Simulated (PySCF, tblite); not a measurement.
# CH₅B₂F: geometry, infrared bands, NMR shifts and spin-spin couplings

Aim: predict the infrared bands, NMR shifts and spin-spin couplings of CH₅B₂F (`BCBF`).

Computed with tblite 0.8.0 and PySCF 2.14.0, with density-fitted response routines of our own, on a single molecule in the gas phase. Atoms count from 0, in the outputs and in this text.

### Step 1. The starting structure

9 atoms, charge 0, multiplicity 1; geometry from: force field or distance geometry start.

Bonds of the start (Å): B0–C1 1.58, C1–B2 1.60, B2–F3 1.45, B0–H4 1.19, B0–H5 1.19, C1–H6 1.10, C1–H7 1.11, B2–H8 1.19.

### Step 2. Relaxing the molecule with GFN2-xTB

The job: settings as JSON, then the geometry in Å.

```
{"job": {"kind": "relax", "xc": "GFN2-xTB", "basis": "xTB"}, "charge": 0, "multiplicity": 1}
B     -1.296900     0.230700    -0.169800
C      0.007100    -0.642700     0.025300
B      1.190200     0.219700     0.662500
F      2.400800     0.305400    -0.133000
H     -2.143900    -0.264100    -0.849200
H     -1.082900     1.397200    -0.298200
H     -0.203900    -1.561300     0.597500
H      0.300500    -0.934100    -1.000800
H      0.842600     1.255200     1.140500
```

Run with:

```console
$ OMP_NUM_THREADS=1 python probes_run.py task.json out
```

One launch serves the whole session: the jobs run in the order shown.

The program printed:

```text
step      E/eV     max force
  0    -323.27126    3.378
  1    -323.61496    2.115
  2    -323.80150    3.646
  3    -323.93162    0.716
  4    -323.98730    0.630
  5    -324.01925    0.548
  6    -324.04108    0.550
  7    -324.07349    0.442
  8    -324.09615    0.520
  9    -324.11574    0.467
 10    -324.13280    0.371
 11    -324.14870    0.283
 12    -324.16139    0.358
 13    -324.17339    0.400
 14    -324.18347    0.307
 15    -324.19031    0.212
 16    -324.19533    0.199
 17    -324.19939    0.194
 18    -324.20231    0.159
 19    -324.20486    0.156
 20    -324.20768    0.183
 21    -324.21059    0.157
 22    -324.21279    0.110
 23    -324.21396    0.089
 24    -324.21477    0.122
 25    -324.21596    0.151
 26    -324.21756    0.145
 27    -324.21916    0.118
 28    -324.22052    0.127
 29    -324.22206    0.143
 30    -324.22394    0.144
 31    -324.22582    0.132
 32    -324.22717    0.094
 33    -324.22797    0.076
 34    -324.22874    0.090
 35    -324.23002    0.115
 36    -324.23165    0.106
 37    -324.23303    0.108
 38    -324.23394    0.119
 39    -324.23493    0.123
 40    -324.23659    0.135
 41    -324.24003    0.167
 42    -324.24392    0.252
 43    -324.24722    0.119
 44    -324.24954    0.219
 45    -324.25154    0.116
 46    -324.25319    0.154
 47    -324.25527    0.162
 48    -324.25691    0.104
 49    -324.25806    0.101
 50    -324.25874    0.114
 51    -324.25911    0.068
 52    -324.25948    0.042
 53    -324.25974    0.048
 54    -324.25990    0.038
 55    -324.26013    0.037
 56    -324.26032    0.039
 57    -324.26048    0.036
 58    -324.26062    0.031
 59    -324.26082    0.043
 60    -324.26120    0.064
 61    -324.26190    0.084
 62    -324.26295    0.120
 63    -324.26433    0.140
 64    -324.26602    0.131
 65    -324.26808    0.175
 66    -324.27170    0.227
 67    -324.27743    0.307
 68    -324.27139    0.666
 69    -324.29085    0.268
 70    -324.29670    0.286
 71    -324.30174    0.412
 72    -324.30787    0.174
 73    -324.31197    0.146
 74    -324.31796    0.187
 75    -324.31923    0.216
 76    -324.32130    0.122
 77    -324.32351    0.190
 78    -324.32745    0.120
 79    -324.33071    0.213
 80    -324.33270    0.223
 81    -324.33447    0.191
 82    -324.34018    0.264
 83    -324.34268    0.177
 84    -324.34698    0.117
 85    -324.34946    0.156
 86    -324.35054    0.098
 87    -324.35108    0.042
 88    -324.35131    0.099
 89    -324.35177    0.038
 90    -324.35197    0.023
 91    -324.35208    0.016
 92    -324.35208    0.007
```

Wall time 0.26 s (1 thread of Arm Neoverse V1, shared host).

Along the way: (not every step is listed)

| step | energy from step 0 (eV) | largest force (eV/Å) |
| --- | --- | --- |
| 0 | 0.0000 | 3.3782 |
| 1 | -0.3437 | 2.1148 |
| 2 | -0.5302 | 3.6458 |
| 3 | -0.6604 | 0.7156 |
| 4 | -0.7160 | 0.6303 |
| 5 | -0.7480 | 0.5480 |
| 6 | -0.7698 | 0.5499 |
| 7 | -0.8022 | 0.4424 |
| 8 | -0.8249 | 0.5196 |
| 15 | -0.9191 | 0.2123 |
| 22 | -0.9415 | 0.1096 |
| 29 | -0.9508 | 0.1425 |
| 36 | -0.9604 | 0.1063 |
| 43 | -0.9760 | 0.1193 |
| 50 | -0.9875 | 0.1136 |
| 57 | -0.9892 | 0.0365 |
| 64 | -0.9948 | 0.1310 |
| 71 | -1.0305 | 0.4116 |
| 78 | -1.0562 | 0.1202 |
| 85 | -1.0782 | 0.1558 |
| 87 | -1.0798 | 0.0424 |
| 88 | -1.0801 | 0.0993 |
| 89 | -1.0805 | 0.0380 |
| 90 | -1.0807 | 0.0234 |
| 91 | -1.0808 | 0.0157 |
| 92 | -1.0808 | 0.0073 |

Close pairs (by a distance rule), those that changed most:

| bond | before (Å) | after (Å) | change (Å) |
| --- | --- | --- | --- |
| B2–F3 | 1.451 | 1.317 | -0.134 |
| B0–H4 | 1.193 | 1.169 | -0.025 |
| B0–H5 | 1.193 | 1.170 | -0.023 |
| C1–B2 | 1.597 | 1.576 | -0.021 |
| B2–H8 | 1.192 | 1.175 | -0.017 |
| C1–H7 | 1.106 | 1.089 | -0.017 |
| C1–H6 | 1.103 | 1.088 | -0.015 |
| B0–C1 | 1.582 | 1.569 | -0.012 |

The end geometry stands in the next job.

### Step 3. Harmonic vibrations with GFN2-xTB

The job: settings as JSON, then the geometry in Å.

```
{"job": {"kind": "ir", "xc": "GFN2-xTB", "basis": "xTB"}, "charge": 0, "multiplicity": 1}
B     -1.200851     0.247411    -0.460943
C     -0.056783    -0.632181     0.155709
B      1.188585     0.311652     0.357418
F      2.036441     0.478226    -0.636998
H     -1.331121     0.317049    -1.620266
H     -1.909669     0.857319     0.241468
H     -0.356367    -1.042521     1.117906
H      0.218853    -1.440125    -0.520526
H      1.424473     0.909164     1.341053
```

The program printed:

```text
mode    cm-1     km/mol
  1      76.9      0.93
  2     173.5      1.15
  3     219.5      0.48
  4     386.9      9.17
  5     697.5     34.87
  6     725.5      3.56
  7     809.4     72.82
  8     863.1     63.64
  9     956.0     66.51
 10     995.8     65.05
 11    1050.4     30.47
 12    1074.4    113.42
 13    1085.8    222.47
 14    1197.9    132.05
 15    1275.6    364.82
 16    1461.0      2.10
 17    2606.4    140.19
 18    2641.0     97.72
 19    2676.0    139.80
 20    3001.2     11.90
 21    3012.9     36.73
```

Wall time 0.1 s (1 thread of Arm Neoverse V1, shared host).

The strongest bands and the atoms that carry them (share of the mass-weighted mode):

| cm⁻¹ | km/mol | atoms |
| --- | --- | --- |
| 809 | 72.8 | H5 25 %, H4 25 %, B0 21 %, B2 10 % |
| 1074 | 113.4 | H6 42 %, H7 22 % |
| 1086 | 222.5 | H7 53 %, C1 15 %, H8 11 %, H6 11 % |
| 1198 | 132.1 | H5 39 %, H4 38 %, B0 20 % |
| 1276 | 364.8 | B2 64 %, F3 20 % |
| 2606 | 140.2 | H8 92 % |
| 2641 | 97.7 | H5 57 %, H4 38 % |
| 2676 | 139.8 | H4 54 %, H5 35 %, B0 11 % |

### Step 4. NMR shieldings: PBE0/pcSseg-1

The job, as its differences from that of step 3:

```diff
@@ -1,2 +1,2 @@
-{"job": {"kind": "ir", "xc": "GFN2-xTB", "basis": "xTB"}, "charge": 0, "multiplicity": 1}
+{"job": {"kind": "nmr", "xc": "PBE0", "basis": "pcSseg-1"}, "charge": 0, "multiplicity": 1}
 B     -1.200851     0.247411    -0.460943
```

Method: GIAO PBE0/pcSseg-1 NMR shielding, non-relativistic, gas phase.

The program printed:

```text
coarse grid: 7448 points
cycle   1  E = -190.3735547981  dE =  1.645e-01  |g| = 4.914e-01  |ddm| = 2.399e+00
cycle   2  E = -190.3457130622  dE =  2.784e-02  |g| = 6.729e-01  |ddm| = 7.831e-01
cycle   3  E = -190.4193489066  dE = -7.364e-02  |g| = 6.544e-02  |ddm| = 4.669e-01
cycle   4  E = -190.4200828149  dE = -7.339e-04  |g| = 2.427e-02  |ddm| = 5.519e-02
cycle   5  E = -190.4202144291  dE = -1.316e-04  |g| = 2.336e-03  |ddm| = 1.937e-02
cycle   6  E = -190.4202159914  dE = -1.562e-06  |g| = 7.702e-04  |ddm| = 3.599e-03
final grid: 72088 points
cycle   7  E = -190.4457038752  dE = -3.746e-05  |g| = 5.535e-03  |ddm| = 1.678e-02
cycle   8  E = -190.4457025630  dE =  1.312e-06  |g| = 6.064e-03  |ddm| = 9.721e-03
cycle   9  E = -190.4457118331  dE = -9.270e-06  |g| = 3.635e-04  |ddm| = 4.683e-03
cycle  10  E = -190.4457118618  dE = -2.868e-08  |g| = 1.385e-04  |ddm| = 3.993e-04
cycle  11  E = -190.4457118644  dE = -2.694e-09  |g| = 5.557e-05  |ddm| = 1.109e-04
cycle  12  E = -190.4457118650  dE = -5.031e-10  |g| = 8.918e-06  |ddm| = 3.746e-05
converged SCF energy = -190.4457118650

GIAO shielding tensors (ppm)
atom      isotropic    diamagn.    paramagn.     s11        s22        s33       span
  0 B       11.492     192.525    -181.033    -65.342    -34.514    134.333    199.675
  1 C      136.459     258.101    -121.642     55.227    151.250    202.898    147.671
  2 B       45.700     189.746    -144.045    -16.090     65.183     88.007    104.097
  3 F      153.223     467.658    -314.434    -36.474     20.664    475.479    511.953
  4 H       23.660      29.792      -6.132     15.738     27.110     28.133     12.395
  5 H       23.596      29.711      -6.115     15.684     27.310     27.794     12.110
  6 H       28.584      31.434      -2.850     26.362     28.356     31.035      4.673
  7 H       28.693      31.759      -3.066     26.207     27.827     32.045      5.838
  8 H       26.164      29.116      -2.953     24.701     25.082     28.708      4.007
```

Wall time 5 s (1 thread of Arm Neoverse V1, shared host); peak memory 0.43 GiB.

The references, computed at this level on geometries of the same kind, shield at (ppm): 1H TMS 31.72, 13C TMS 186.9, 19F CFCl3 170.9, 11B BF3·OEt2 100.1. Their shielding less the atom's gives the shift. The references are single molecules in the gas phase, so shifts against H2O, NH3, PH3, H3PO4 or CFCl3 are not on the usual liquid scales and can be off by tens of ppm. Atoms listed in one row are averaged.

| atoms | environment | σ (ppm) | δ (ppm) | δ scaled to CDCl3 |
| --- | --- | --- | --- | --- |
| C1 | sp3 CH2 bonded to 2 B | 136.5 | 50.5 | 47.3 |
| H4, H5 | hydrogen on a boron bonded to C | 23.63 | 8.09 | – |
| H8 | hydrogen on a boron bonded to C, F | 26.16 | 5.55 | – |
| H6, H7 | hydrogen on an sp3 CH2 bonded to 2 B | 28.64 | 3.08 | 3.01 |
| B0 | boron bonded to C, 2 H | 11.5 | 88.6 | – |
| B2 | boron bonded to C, F, H | 45.7 | 54.4 | – |
| F3 | fluorine bonded to B | 153.2 | 17.7 | – |

The scaled column applies a straight-line fit of computed shieldings to shifts measured in CDCl3, and one for carbons that bear F (root-mean-square error 0.16 ppm for H, 1.9 ppm for C).

The run also stored atomic charges by several schemes (e):

| atoms | Mulliken | IAO | Hirshfeld | ESP fit |
| --- | --- | --- | --- | --- |
| B0 | 0.13 | 0.08 | 0.16 | 0.48 |
| C1 | -0.63 | -0.58 | -0.21 | -0.55 |
| B2 | 0.50 | 0.44 | 0.25 | 0.59 |
| F3 | -0.28 | -0.30 | -0.13 | -0.28 |

Mayer bond orders: B0–C1 1.03, C1–B2 0.97, B2–F3 1.15.

### Step 5. Spin-spin couplings: B3LYP/pcJ-1

The job, as its differences from that of step 4:

```diff
@@ -1,2 +1,2 @@
-{"job": {"kind": "nmr", "xc": "PBE0", "basis": "pcSseg-1"}, "charge": 0, "multiplicity": 1}
+{"job": {"kind": "j", "xc": "B3LYP", "basis": "pcJ-1"}, "charge": 0, "multiplicity": 1}
 B     -1.200851     0.247411    -0.460943
```

Method: B3LYP/pcJ-1 indirect spin-spin coupling, non-relativistic, gas phase.

The program printed:

```text
coarse grid: 7448 points
cycle   1  E = -190.6246406257  dE =  1.245e-01  |g| = 5.533e-01  |ddm| = 2.274e+00
cycle   2  E = -190.5745117477  dE =  5.013e-02  |g| = 8.122e-01  |ddm| = 9.207e-01
cycle   3  E = -190.6811634713  dE = -1.067e-01  |g| = 8.544e-02  |ddm| = 5.735e-01
cycle   4  E = -190.6822897978  dE = -1.126e-03  |g| = 3.759e-02  |ddm| = 7.319e-02
cycle   5  E = -190.6825861397  dE = -2.963e-04  |g| = 3.135e-03  |ddm| = 2.652e-02
cycle   6  E = -190.6825888074  dE = -2.668e-06  |g| = 1.091e-03  |ddm| = 4.387e-03
final grid: 72088 points
cycle   7  E = -190.7102649474  dE = -9.888e-05  |g| = 5.342e-03  |ddm| = 1.248e-02
cycle   8  E = -190.7102616595  dE =  3.288e-06  |g| = 6.318e-03  |ddm| = 8.167e-03
cycle   9  E = -190.7102713701  dE = -9.711e-06  |g| = 3.063e-04  |ddm| = 4.471e-03
cycle  10  E = -190.7102713786  dE = -8.491e-09  |g| = 2.548e-04  |ddm| = 3.181e-04
cycle  11  E = -190.7102713875  dE = -8.854e-09  |g| = 2.667e-05  |ddm| = 1.601e-04
cycle  12  E = -190.7102713876  dE = -1.081e-10  |g| = 5.076e-06  |ddm| = 2.073e-05
converged SCF energy = -190.7102713876

Indirect spin-spin couplings (Hz)
  i      j    bonds     total        FC       PSO       DSO        SD
  0 B    1 C    1     37.423    40.729    -3.450     0.140     0.004
  0 B    2 B    2      0.639    -0.358     0.565     0.038     0.395
  0 B    3 F    3      6.107     1.968     2.024    -0.154     2.268
  0 B    4 H    1    136.819   137.671    -1.800     0.343     0.605
  0 B    5 H    1    132.242   133.090    -1.777     0.334     0.594
  0 B    6 H    2     -7.798    -7.101    -0.322    -0.405     0.031
  0 B    7 H    2     -8.589    -7.798    -0.425    -0.384     0.018
  0 B    8 H    3     -0.263    -0.333     0.281    -0.208    -0.004
  1 C    2 B    1     44.447    46.705    -2.577     0.237     0.082
  1 C    3 F    2      4.233    17.106   -12.698    -0.152    -0.024
  1 C    4 H    2      4.048     4.651    -0.396    -0.201    -0.006
  1 C    5 H    2      4.548     5.163    -0.404    -0.203    -0.008
  1 C    6 H    1    130.840   128.143     1.751     0.656     0.290
  1 C    7 H    1    128.422   125.769     1.692     0.687     0.274
  1 C    8 H    2     18.202    18.484    -0.086    -0.204     0.009
  2 B    3 F    1   -178.726  -105.340   -71.517     0.375    -2.244
  2 B    4 H    3     -0.273    -0.388     0.255    -0.138    -0.001
  2 B    5 H    3     -0.511    -0.612     0.132    -0.045     0.014
  2 B    6 H    2     -9.216    -8.742    -0.419    -0.115     0.059
  2 B    7 H    2     -8.555    -8.236    -0.209    -0.159     0.048
  2 B    8 H    1    163.464   163.322    -1.429     0.968     0.603
  3 F    6 H    3     27.110    31.444    -2.130    -1.817    -0.387
  3 F    7 H    3     14.603    18.006    -2.793    -0.194    -0.416
  3 F    8 H    2     67.713    75.813    -7.356    -1.548     0.804
  4 H    5 H    2      6.275     6.338     2.032    -2.270     0.175
  4 H    6 H    3      7.301     7.558     1.882    -2.149     0.010
  4 H    7 H    3      9.007     9.068     0.082    -0.243     0.099
  4 H    8 H    4     -0.217    -0.144     1.058    -1.126    -0.005
  5 H    6 H    3      6.422     6.486     0.210    -0.371     0.096
  5 H    7 H    3      9.373     9.649     1.897    -2.177     0.004
  5 H    8 H    4      0.260     0.270     0.199    -0.215     0.006
  6 H    7 H    2     -0.759    -1.131     3.001    -2.722     0.094
  6 H    8 H    3      3.114     3.130     0.174    -0.271     0.081
  7 H    8 H    3      2.757     2.913     1.966    -2.126     0.004
```

It took 15 s on 1 thread of Arm Neoverse V1, shared host; peak memory 0.66 GiB.

A choice of the couplings up to four bonds, sorted by the number of bonds, with means over like pairs; isotopes 11B, 13C, 19F, 1H:

| pair | bonds | J (Hz) | Fermi contact (Hz) | dihedral (°) |
| --- | --- | --- | --- | --- |
| B2–F3 | 1 | -178.7 | -105.3 | – |
| B2–H8 | 1 | 163.5 | 163.3 | – |
| B0–H4 | 1 | 134.5 | 135.4 | – |
| C1–H6 | 1 | 129.6 | 127.0 | – |
| C1–B2 | 1 | 44.4 | 46.7 | – |
| B0–C1 | 1 | 37.4 | 40.7 | – |
| F3–H8 | 2 | 67.7 | 75.8 | – |
| C1–H8 | 2 | 18.2 | 18.5 | – |
| B2–H6 | 2 | -8.9 | -8.5 | – |
| B0–H6 | 2 | -8.2 | -7.4 | – |
| H4–H5 | 2 | 6.3 | 6.3 | – |
| C1–H4 | 2 | 4.3 | 4.9 | – |
| C1–F3 | 2 | 4.2 | 17.1 | – |
| F3–H6 | 3 | 20.9 | 24.7 | – |
| H4–H6 | 3 | 8.0 | 8.2 | – |
| B0–F3 | 3 | 6.1 | 2.0 | -87 |
| H6–H8 | 3 | 2.9 | 3.0 | – |

Quadrupole couplings from the field gradients of the same density:

| atom | isotope | eQq/h (MHz) | η |
| --- | --- | --- | --- |
| B0 | 11B | 5.790 | 0.08 |
| B2 | 11B | 4.291 | 0.58 |

Shifts (PBE0/pcSseg-1, scaled to CDCl3 for protons on carbon, raw for the others) and these couplings together give the proton spectrum at 400 MHz below. H–H couplings in it are scaled by factors fitted to measured ones, so they differ from the table. Couplings to quadrupolar nuclei are left out.

1H NMR δ 8.09 (br, 2H), 5.55 (br, 1H), 3.01 (m, 2H).

### Step 6. Results

| quantity | value |
| --- | --- |
| strongest single infrared mode (GFN2-xTB) | 1276 cm⁻¹, 365 km/mol |
| zero-point energy (GFN2-xTB) | 38.6 kcal/mol |
| 13C shifts against TMS (PBE0/pcSseg-1) | 50.5 ppm |
| 1H shifts against TMS (PBE0/pcSseg-1, means over atoms taken as alike) | 8.09, 5.55, 3.08 ppm |
| 11B shifts against BF3·OEt2 (PBE0/pcSseg-1) | 88.6, 54.4 ppm |
| 19F shifts against CFCl3 (PBE0/pcSseg-1) | 17.7 ppm |
| largest coupling of the table (B3LYP/pcJ-1) | 1J(B,F) B2–F3, -178.7 Hz |

In words: Over 92 steps the energy fell by 1.081 eV; of the close pairs, B2–F3 changed most, 1.451 to 1.317 Å. No mode is imaginary among the 21: a minimum at this level. The strongest single mode, at 1276 cm⁻¹, moves mainly B2. GFN2-xTB is a fitted tight-binding method: band positions and strengths are rough. Its intensities can rank the bands wrongly. At PBE0/pcSseg-1: The widest tensor belongs to F3: span 512 ppm, with a paramagnetic part of -314 ppm. In the run at B3LYP/pcJ-1, the largest coupling of the table is B2–F3, -178.7 Hz, of which the Fermi-contact term gives -105.3 Hz. Couplings across rotatable bonds belong to this one conformer; where others are populated, the observed values are averages.
